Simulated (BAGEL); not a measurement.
# HF/STO-3G (density fitting with qzvpp-jkfit) run of AlSiH3F2 (SMILES [F][Al]([F])[SiH3])

Aim: the vertical singlet–triplet gap of AlSiH3F2 at HF/STO-3G (density fitting with qzvpp-jkfit), from 2 runs. 

Program for the calculation: BAGEL 1.2.2.

6 further runs of the same task are left out: 5 that didn't finish, 1 set aside as unsound or not needed.

**1. The structure to begin with**

AlSiH3F2: 7 atoms, total charge 0, spin state singlet. SMILES: `[F][Al]([F])[SiH3]`. The shape is that of a PBE0-D4/def2-TZVP optimisation.

Bond lengths: F1–Al2 1.643 Å, Al2–F3 1.644 Å, Al2–Si4 2.431 Å, Si4–H5 1.488 Å, Si4–H6 1.486 Å, Si4–H7 1.488 Å. Angles: F1–Al2–F3 117.0°, F1–Al2–Si4 122.2°, F3–Al2–Si4 120.8°, Al2–Si4–H5 109.6°, Al2–Si4–H6 111.0°, Al2–Si4–H7 109.7°, H5–Si4–H6 109.1°, H5–Si4–H7 108.4°, H6–Si4–H7 109.1°.

**2. A single-point energy at HF/STO-3G (density fitting with qzvpp-jkfit)**

File input.json:

```json
{ "bagel" : [

{
  "title" : "molecule",
  "basis" : "sto-3g",
  "df_basis" : "qzvpp-jkfit",
  "angstrom" : true,
  "geometry" : [
    { "atom" : "F", "xyz" : [       1.132200,      -0.635500,       2.299300 ] },
    { "atom" : "Al", "xyz" : [       0.637500,      -0.942400,       0.762600 ] },
    { "atom" : "F", "xyz" : [       0.934400,      -2.446300,       0.169800 ] },
    { "atom" : "Si", "xyz" : [      -0.483600,       0.731300,      -0.597700 ] },
    { "atom" : "H", "xyz" : [       0.313100,       0.992200,      -1.826700 ] },
    { "atom" : "H", "xyz" : [      -0.649000,       2.003300,       0.152200 ] },
    { "atom" : "H", "xyz" : [      -1.823500,       0.229400,      -1.005000 ] }
  ]
},

{
  "title" : "hf"
},

{
  "title" : "print",
  "file" : "orbitals.molden",
  "orbitals" : true
}

]}
```

The run is started by

```
$ BAGEL_NUM_THREADS=1 BAGEL input.json > input.out
```

Standard output:

```text
* using 1 threads per process

  ===============================================================
  ===============================================================

  *** Geometry ***

  { "atom" : "F", "xyz" : [      2.139548,     -1.200921,      4.345047 ] },
  { "atom" : "Al", "xyz" : [      1.204700,     -1.780878,      1.441105 ] },
  { "atom" : "F", "xyz" : [      1.765760,     -4.622837,      0.320875 ] },
  { "atom" : "Si", "xyz" : [     -0.913872,      1.381957,     -1.129489 ] },
  { "atom" : "H", "xyz" : [      0.591673,      1.874986,     -3.451963 ] },
  { "atom" : "H", "xyz" : [     -1.226432,      3.785688,      0.287616 ] },
  { "atom" : "H", "xyz" : [     -3.445916,      0.433503,     -1.899175 ] },

  Number of auxiliary basis functions:      464

  Since a DF basis is specified, we compute 2- and 3-index integrals:
    o Being stored without compression. Storage requirement is 0.004 GB

  Number of basis functions:       31
  Number of electrons      :       48

    * METHOD: MOLECULE                             0.15

  *** RHF ***

  === Nuclear Repulsion ===
   196.2294800119

      * DIIS with orbital gradients will be used.

  === RHF iteration (sto-3g) ===
      0       -722.38995271          0.01766297           0.02
      1       -722.51766563          0.00403793           0.02
      2       -722.52383512          0.00096224           0.02
      3       -722.52445092          0.00015705           0.02
      4       -722.52446707          0.00004915           0.02
      5       -722.52446876          0.00000768           0.02
      6       -722.52446879          0.00000134           0.02
      7       -722.52446879          0.00000027           0.02
      8       -722.52446879          0.00000009           0.02
      9       -722.52446879          0.00000003           0.02
     10       -722.52446879          0.00000000           0.02
    * SCF iteration converged.

    * Permanent dipole moment:
           (    0.058529,    -0.108193,     0.049097) a.u.

    * METHOD: HF                                   0.29

    * METHOD: PRINT                                0.00

  ===============================================================
```

Wall time 0.56 s (1 thread of Arm Neoverse V1, shared host); peak memory 0.081 GiB.

**3. The triplet at the same level**

File hf.json:

```json
{ "bagel": [

{
  "title": "molecule",
  "basis": "sto-3g",
  "df_basis": "qzvpp-jkfit",
  "angstrom": true,
  "geometry": [
    { "atom": "F", "xyz": [       1.132200,      -0.635500,       2.299300 ] },
    { "atom": "Al", "xyz": [       0.637500,      -0.942400,       0.762600 ] },
    { "atom": "F", "xyz": [       0.934400,      -2.446300,       0.169800 ] },
    { "atom": "Si", "xyz": [      -0.483600,       0.731300,      -0.597700 ] },
    { "atom": "H", "xyz": [       0.313100,       0.992200,      -1.826700 ] },
    { "atom": "H", "xyz": [      -0.649000,       2.003300,       0.152200 ] },
    { "atom": "H", "xyz": [      -1.823500,       0.229400,      -1.005000 ] }
  ]
},

{ "title": "uhf", "nopen": 2 },

{ "title": "print", "file": "orbitals.molden", "orbitals": true }

]}
```

The run is started by

```
$ BAGEL_NUM_THREADS=1 BAGEL hf.json > hf.out
```

Standard output:

```text
* using 1 threads per process

  ===============================================================
  ===============================================================

  *** Geometry ***

  { "atom" : "F", "xyz" : [      2.139548,     -1.200921,      4.345047 ] },
  { "atom" : "Al", "xyz" : [      1.204700,     -1.780878,      1.441105 ] },
  { "atom" : "F", "xyz" : [      1.765760,     -4.622837,      0.320875 ] },
  { "atom" : "Si", "xyz" : [     -0.913872,      1.381957,     -1.129489 ] },
  { "atom" : "H", "xyz" : [      0.591673,      1.874986,     -3.451963 ] },
  { "atom" : "H", "xyz" : [     -1.226432,      3.785688,      0.287616 ] },
  { "atom" : "H", "xyz" : [     -3.445916,      0.433503,     -1.899175 ] },

  Number of auxiliary basis functions:      464

  Since a DF basis is specified, we compute 2- and 3-index integrals:
    o Being stored without compression. Storage requirement is 0.004 GB

  Number of basis functions:       31
  Number of electrons      :       48

    * METHOD: MOLECULE                             0.15

  *** Open-shell HF ***

  === Nuclear Repulsion ===
   196.2294800119

      * DIIS with orbital gradients will be used.

  === UHF iteration (sto-3g) ===
      0       -722.08099401          0.03225861           0.04
      1       -722.21768624          0.01218941           0.04
      2       -722.23270946          0.00326232           0.04
      3       -722.23497596          0.00119592           0.04
      4       -722.23590181          0.00020198           0.04
      5       -722.23597127          0.00011800           0.04
      6       -722.23599898          0.00006918           0.04
      7       -722.23600720          0.00001753           0.04
      8       -722.23600739          0.00000809           0.04
      9       -722.23600760          0.00000560           0.04
     10       -722.23600769          0.00000449           0.04
     11       -722.23600775          0.00000417           0.04
     12       -722.23600779          0.00000411           0.04
     13       -722.23600784          0.00000408           0.04
     14       -722.23600795          0.00000404           0.04
     15       -722.23600834          0.00000387           0.04
     16       -722.23601039          0.00000368           0.04
     17       -722.23601020          0.00000285           0.04
     18       -722.23601167          0.00000935           0.04
     19       -722.23601165          0.00000549           0.04
     20       -722.23601171          0.00000535           0.04
     21       -722.23601166          0.00000157           0.04
     22       -722.23601172          0.00000217           0.04
     23       -722.23601172          0.00000018           0.04
     24       -722.23601172          0.00000005           0.04
     25       -722.23601172          0.00000003           0.04
     26       -722.23601172          0.00000002           0.04
     27       -722.23601172          0.00000002           0.04
     28       -722.23601172          0.00000002           0.04
     29       -722.23601172          0.00000002           0.04
     30       -722.23601172          0.00000001           0.04
     31       -722.23601172          0.00000000           0.04
    * SCF iteration converged.

    * S^2 (UHF) is 2.0163

    * Permanent dipole moment:
           (    0.279863,    -0.540093,     0.432263) a.u.

    * METHOD: UHF                                  1.29

    * METHOD: PRINT                                0.00

  ===============================================================
```

Wall time 1.6 s (1 thread of Arm Neoverse V1, shared host); peak memory 0.081 GiB.

**4. Results**

Level: HF/STO-3G (density fitting with qzvpp-jkfit).

| quantity | value |
| --- | --- |
| singlet: total energy | -722.52447 Eh |
| singlet: dipole moment | 0.34 D |
| singlet: HOMO energy | -7.54 eV |
| singlet: LUMO energy | 9.07 eV |
| singlet: HOMO–LUMO gap | 16.60 eV |
| triplet: total energy | -722.23601 Eh |
| triplet: dipole moment | 1.90 D |
| triplet: ⟨S²⟩ | 2.016 |
| vertical energy of the triplet above the singlet | 7.849 eV |

At this shape the triplet lies 7.85 eV (757 kJ/mol) above the singlet. In a minimal basis such a difference can be off by several eV, whatever the method.
